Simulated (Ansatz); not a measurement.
**BCl₃H₂O: up Jacob's ladder to CCSD(T)**

An exercise on one series of results from a longer session: the logs are not shown, and one member is left open.

Computed with Ansatz 0.2.0, Gaussian basis. Level: functionals in def2-TZVPP, the program's frozen cores in correlated methods.

Levels to be run: LDA (SPW92), PBE-D4, revPBE-D4, BLYP-D4, r2SCAN-D4, B97M-V, PBE0-D4, B3LYP-D4, r2SCANh-D4, r2SCAN0-D4, HSE06-D4, BHLYP-D4, CAM-B3LYP-D4, LC-ωPBE, ωB97X-V, ωB97M-V, B2PLYP, PBE-QIDH; CCSD(T)/def2-SVP; CCSD(T)/def2-TZVPP; CCSD(T)/def2-QZVPP; extrapolation to the limit; RPA on PBE.

## The geometry

All runs share one geometry, relaxed beforehand with PBE0-D4 in a triple-zeta def2 set.

SMILES `[OH2+][B-](Cl)(Cl)Cl`, 7 atoms, charge 0, spin multiplicity 1.

Atoms are counted from 1 here; the program's logs count them from 0.

Bond lengths: O1–B2 1.656 Å, O1–H6 0.970 Å, O1–H7 0.970 Å, B2–Cl3 1.820 Å, B2–Cl4 1.789 Å, B2–Cl5 1.820 Å. Angles: B2–O1–H6 106.9°, B2–O1–H7 107.0°, H6–O1–H7 108.9°, O1–B2–Cl3 102.2°, O1–B2–Cl4 106.0°, O1–B2–Cl5 102.3°, Cl3–B2–Cl4 114.9°, Cl3–B2–Cl5 114.3°, Cl4–B2–Cl5 114.9°.

Geometry (Å):

```
atom    x (Å)    y (Å)    z (Å)
  O1  -0.1784   0.4588   0.9230
  B2  -0.1124  -0.3529  -0.5193
 Cl3   1.2282  -1.5494  -0.2281
 Cl4  -1.7322  -1.0768  -0.7509
 Cl5   0.3084   0.9744  -1.6922
  H6   0.5195   0.0901   1.4869
  H7   0.0282   1.3878   0.7350
```

The first run:

File in.yaml:

```yaml
crystal:
  periodic: [false, false, false]
  atoms:
    - {symbol: O, position_ang: [-0.178450, 0.458837, 0.922983]}
    - {symbol: B, position_ang: [-0.112412, -0.352861, -0.519350]}
    - {symbol: Cl, position_ang: [1.228175, -1.549360, -0.228094]}
    - {symbol: Cl, position_ang: [-1.732217, -1.076764, -0.750851]}
    - {symbol: Cl, position_ang: [0.308435, 0.974362, -1.692198]}
    - {symbol: H, position_ang: [0.519505, 0.090063, 1.486858]}
    - {symbol: H, position_ang: [0.028163, 1.387823, 0.734953]}
basis:
  gaussian: {orbitals: def2-TZVPP}
hamiltonian: {xc: lda}
output: {orbitals: {seedname: orbitals}}
```

Launch:

```bash
> ansatz run in.yaml --threads 2 --pin off --events-out ev --progress --plain --max-ram 20480MiB --backend cpu
```

Among the steps run: LDA; PBE-D4 (GGA); revPBE-D4 (GGA); BLYP-D4 (GGA); r2SCAN-D4 (meta-GGA); B97M-V (meta-GGA); PBE0-D4 (hybrid); B3LYP-D4 (hybrid); r2SCANh-D4 (hybrid); r2SCAN0-D4 (hybrid); HSE06-D4 (hybrid); BHLYP-D4 (hybrid); CAM-B3LYP-D4 (range-separated); LC-ωPBE (range-separated); ωB97X-V (range-separated); ωB97M-V (range-separated); B2PLYP (double hybrid); PBE-QIDH (double hybrid).

One of the session's tables, all rows but one given; the rest of the session is left out.

It belongs to the step «Orbital energies across the functionals». 

```
  functional  HOMO (eV)  gap (eV)
 LDA (SPW92)      -7.05      5.49
      PBE-D4      -6.91      5.52
   revPBE-D4      -6.85      5.56
     BLYP-D4      -6.74      5.30
   r2SCAN-D4      -7.26      6.50
      B97M-V      -7.37      6.24
     PBE0-D4      -8.32      7.83
    B3LYP-D4      -8.03      7.15
  r2SCANh-D4      -7.78      7.29
  r2SCAN0-D4      -8.55      8.47
    HSE06-D4      -7.91      7.05
    BHLYP-D4      -9.58      9.76
CAM-B3LYP-D4      -9.68      9.98
     LC-ωPBE          ?         ?
     ωB97X-V     -10.74     12.21
     ωB97M-V     -10.57     11.63
```

Estimate the missing values for LC-ωPBE.

As computed: HOMO (eV): -11.13; gap (eV): 12.82. In the column «HOMO (eV)» it is the lowest.
